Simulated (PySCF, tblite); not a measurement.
# C₆H₉FSSi: geometry, infrared bands and NMR shifts

Aim: predict the infrared bands and NMR shifts of C₆H₉FSSi (`C=C(C#CC[SiH2]S)CF`).

Programs: tblite 0.8.0 and PySCF 2.14.0, with density-fitted response routines of our own. Each step states its level of theory. These are calculated values for one molecule in the gas phase, unless marked as measured. Atoms are numbered from 0 throughout.

## 1. The molecule as given

18 atoms, charge 0, multiplicity 1; geometry from: force field or distance geometry start.

Bonds of the start (Å): C0–C1 1.33, C1–C2 1.44, C2–C3 1.20, C3–C4 1.47, C4–Si5 1.85, Si5–S6 2.15, C1–C7 1.51, C7–F8 1.36, C0–H9 1.08, C0–H10 1.10, C4–H11 1.10, C4–H12 1.09, Si5–H13 1.49, Si5–H14 1.48, S6–H15 1.35, C7–H16 1.09, C7–H17 1.09.

## 2. Optimising the geometry with GFN2-xTB

What the job is given:

```
{"job": {"kind": "relax", "xc": "GFN2-xTB", "basis": "xTB"}, "charge": 0, "multiplicity": 1}
C     -3.101900    -0.643400    -0.450300
C     -2.120100     0.107300     0.050900
C     -0.790000    -0.059400    -0.464500
C      0.314000    -0.172200    -0.908400
C      1.680000    -0.323200    -1.420300
Si     2.978600    -0.618500    -0.132600
S      3.112100     1.067800     1.196900
C     -2.320800     1.103600     1.174400
F     -3.623000     1.136100     1.579500
H     -2.945700    -1.355600    -1.245200
H     -4.128600    -0.550700    -0.075600
H      1.936700     0.574500    -1.996900
H      1.695400    -1.152900    -2.130100
H      4.322700    -0.792000    -0.759900
H      2.690900    -1.818800     0.684000
H      4.066800     0.559900     2.001000
H     -2.055700     2.110100     0.842900
H     -1.720300     0.833600     2.042400
```

Command:

```sh
$ OMP_NUM_THREADS=1 python probes_run.py task.json out
```

This one command runs all jobs of the session in turn.

**Question.** This job is followed by: GFN2-xTB harmonic vibrations, gas phase; GIAO PBE0/pcSseg-1 NMR shielding, non-relativistic, gas phase. Predict these results of the whole session: strongest single infrared mode (GFN2-xTB); zero-point energy (GFN2-xTB); 13C shifts against TMS (PBE0/pcSseg-1); 1H shifts against TMS (PBE0/pcSseg-1, means over atoms taken as alike); 29Si shifts against TMS (PBE0/pcSseg-1); 33S shifts against CS2 (PBE0/pcSseg-1); 19F shifts against CFCl3 (PBE0/pcSseg-1).

As calculated:

```
                                                              quantity                                    value
                             strongest single infrared mode (GFN2-xTB)                    2284 cm⁻¹, 345 km/mol
                                          zero-point energy (GFN2-xTB)                            77.3 kcal/mol
                                13C shifts against TMS (PBE0/pcSseg-1)  135.3, 126.2, 96.8, 87.5, 84.6, 4.9 ppm
1H shifts against TMS (PBE0/pcSseg-1, means over atoms taken as alike)  5.99, 5.90, 5.22, 5.01, 2.20, -0.17 ppm
                               29Si shifts against TMS (PBE0/pcSseg-1)                                -25.2 ppm
                                33S shifts against CS2 (PBE0/pcSseg-1)                                 -275 ppm
                              19F shifts against CFCl3 (PBE0/pcSseg-1)                               -254.1 ppm
```

Relaxing lowered the energy by 0.124 eV in 90 steps; the close pair that moved most is C4–Si5, from 1.852 to 1.907 Å. All 48 modes are real, so the xTB geometry is a minimum. The strongest single mode, at 2284 cm⁻¹, moves mainly H13. Unscaled tight-binding wavenumbers are off by several per cent, some by more. Its intensities can rank the bands wrongly. C1 (fully substituted alkene carbon) lies farthest downfield among carbon, at 135.3 ppm; the olefinic region. At PBE0/pcSseg-1: The widest tensor belongs to S6: span 288 ppm, with a paramagnetic part of -280 ppm.
